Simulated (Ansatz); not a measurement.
# BFH2In: the cost of one run

Program: Ansatz 0.2.0. Level of theory: UKS B3LYP-D4/def2-SVP. These are calculated values, not measurements.

### 1 Starting point

Bond lengths: F1–B2 1.278 Å, B2–In3 2.418 Å, In3–H4 1.844 Å, In3–H5 1.830 Å. Angles: F1–B2–In3 103.8°, B2–In3–H4 118.2°, B2–In3–H5 133.5°, H4–In3–H5 108.2°.

Coordinates:

```xyz
5

F     0.1787   -1.8796    1.3411
B     1.0629   -0.9785    1.1433
In   -0.0125    0.5623   -0.3782
H    -1.4430   -0.0462   -1.3695
H     0.2139    2.3420   -0.7368
```

### 2 Preparing the start

Input file input.yaml:

```yaml
crystal:
  periodic: [false, false, false]
  atoms:
    - { symbol: F, position_ang: [0.1787, -1.87958, 1.34109] }
    - { symbol: B, position_ang: [1.0629, -0.97851, 1.14329] }
    - { symbol: In, position_ang: [-0.01251, 0.56227, -0.37816] }
    - { symbol: H, position_ang: [-1.44302, -0.04621, -1.36945] }
    - { symbol: H, position_ang: [0.21394, 2.34203, -0.73678] }
magnetization:
  spin_polarized: true
  initial_magnetization: 1
basis:
  gaussian: { orbitals: def2-SVP }
hamiltonian:
  xc: b3lyp
  dispersion: d4
relax:
  f_tol: 0.02
  max_steps: 40
```

The run is started by

```console
$ ansatz run input.yaml --threads 1 --pin off --max-ram 2048MiB --backend cpu --events-out ev --progress --plain --runs-dir out
```

What time and memory should one allow on 1 thread of Intel Xeon 6975P-C (Granite Rapids), shared host?

About 28 s, with a peak of 0.18 GiB.
